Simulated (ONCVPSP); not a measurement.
# Chlorine: generating and testing an ONCV potential

Task: generate the file, and judge it by its errors in other configurations, its logarithmic derivatives, its ghosts and its cutoff.

Program: ONCVPSP 4.0.1.1 (patched build). Reference atom: PBE, scalar-relativistic, spherical and spin-unpolarised. All values are calculated.

## (1) The design

The settings as typed:

| Quantity | Value |
| --- | --- |
| element | chlorine (Cl, Z = 17) |
| type | optimised norm-conserving Vanderbilt (ONCV) |
| frozen core | [Ne] |
| valence charge | 7 |
| reference configuration | 3s2 3p5 |
| partial waves | 3s: rc 1.15 bohr, ncon 5, nbas 8, qcut 6.9 1/bohr, 2 projectors, debl 3 Ha; 3p: rc 1.15 bohr, ncon 4, nbas 7, qcut 7.4 1/bohr, local; d scattering state at 0.08 Ha: rc 1.20 bohr, ncon 4, nbas 8, qcut 7 1/bohr, 1 projector |
| local potential | the p channel |
| core correction | not asked for |

## (2) Generation

Input file Cl.dat:

```
# ATOM AND REFERENCE CONFIGURATION
# atsym  z   nc   nv     iexc    psfile
  Cl 17.00    3    2        4      upf
#
#   n    l    f
    1    0    2.00
    2    0    2.00
    2    1    6.00
    3    0    2.00
    3    1    5.00
#
# PSEUDOPOTENTIAL AND OPTIMIZATION
# lmax
    2
#
#   l,   rc,      ep,       ncon, nbas, qcut
    0    1.15    0.00    5    8    6.90
    1    1.15    0.00    4    7    7.40
    2    1.20    0.08    4    8    7.00
#
# LOCAL POTENTIAL
# lloc, lpopt,  rc(5),   dvloc0
    1    5    1.15    0.00
#
# VANDERBILT-KLEINMAN-BYLANDER PROJECTORs
# l, nproj, debl
    0    2    3.00
    1    0    2.80
    2    1    1.00
#
# MODEL CORE CHARGE
# icmod, fcfact, rcfact
    0    0.00    0.00
#
# LOG DERIVATIVE ANALYSIS
# epsh1, epsh2, depsh
   -2.00    5.00    0.02
#
# OUTPUT GRID
# rlmax, drl
    6.00    0.01
#
# TEST CONFIGURATIONS
# ncnf
    4
# nvcnf
#   n    l    f
    2
    3    0    2.00
    3    1    4.00
#
    2
    3    0    2.00
    3    1    3.00
#
    2
    3    0    2.00
    3    1    2.00
#
    2
    3    0    1.00
    3    1    6.00
#
```

On the command line:

```bash
$ oncvpsp.x < Cl.dat > Cl.out
```

**Question.** What will these runs give? Wanted: cutoffs for 1 and 0.1 mHa per electron, occupied waves; bound ghosts; GHOST(+) flags; largest test error; largest phase difference near zero energy, channels read.

The runs gave:

| quantity | value |
| --- | --- |
| cutoffs for 1 and 0.1 mHa per electron, occupied waves | 97 Ha and 124 Ha |
| bound ghosts | s at -117.47 eV |
| GHOST(+) flags | none at low energy |
| largest test error (AE − PS) | +50 meV, for 3s2 3p2 |
| largest phase difference near zero energy, channels read | 0.005 rad |

In words: A bound ghost (s) makes it unfit for use: electrons can fall into a state that the atom doesn't have. By total energies transferability is fair: the largest error is 50 meV on 77.6 eV, for 3s2 3p2. That test lies far up in energy; among those under 40 eV, nearer to bonding, the largest error is 13 meV. The potential is very hard: the looser tolerance needs 97 Ha. At the looser tolerance the 3s wave is the slowest; 3p needs 9 Ha. Near zero energy the phases of the channels with partial waves agree within 0.005 rad. These are tests on the free atom; a crystal test is still owed.
